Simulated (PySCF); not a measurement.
# C7H12NPS: the cost of one run

Computed with PySCF 2.14.0 and routines of our own; the level stands in each step. Atoms count from 0.

## 1. The system as given

22 atoms, charge 0, multiplicity 1; geometry from: GFN2-xTB.

## 2. Vibronic structure: TDDFT B3LYP/def2-SV(P)

Job settings and geometry (Å):

```
{"job": {"kind": "vib", "xc": "B3LYP", "basis": "def2-SV(P)", "tda": false}, "charge": 0, "multiplicity": 1}
C     -2.900972    -0.665781    -1.861574
C     -1.857704    -0.408820    -1.317988
P     -0.530741     0.073881    -0.225833
N     -0.855897     0.726376     1.149913
C     -1.546819     0.127905     2.270888
C      0.409203     1.325316    -1.161431
C      1.755616     1.536885    -0.492644
S      2.828973     0.076821    -0.658683
C      1.869006    -1.103725     0.341350
C      0.544520    -1.443249    -0.317271
H     -3.771224    -0.909002    -2.400867
H     -1.017338    -0.733813     2.690159
H     -1.609879     0.897233     3.042438
H     -2.563600    -0.186840     2.020495
H      0.528760     1.000585    -2.198778
H     -0.174171     2.249886    -1.135562
H      2.308776     2.353926    -0.956586
H      1.622660     1.744584     0.570085
H      2.506502    -1.982220     0.446343
H      1.711064    -0.651278     1.323954
H      0.045300    -2.254436     0.224185
H      0.687555    -1.754847    -1.353442
```

Method: TDDFT B3LYP/def2-SV(P) vertical-gradient vibronic structure (displaced harmonic oscillators, Condon), gas phase.

Command:

```
OMP_NUM_THREADS=1 python excited_run.py task.json out
```

One launch serves the whole session: the jobs run in the order shown.

Q: Estimate the wall time and peak memory of this first job on 1 thread of Arm Neoverse V2, shared host.

About 78 s, with a peak of 1.1 GiB.
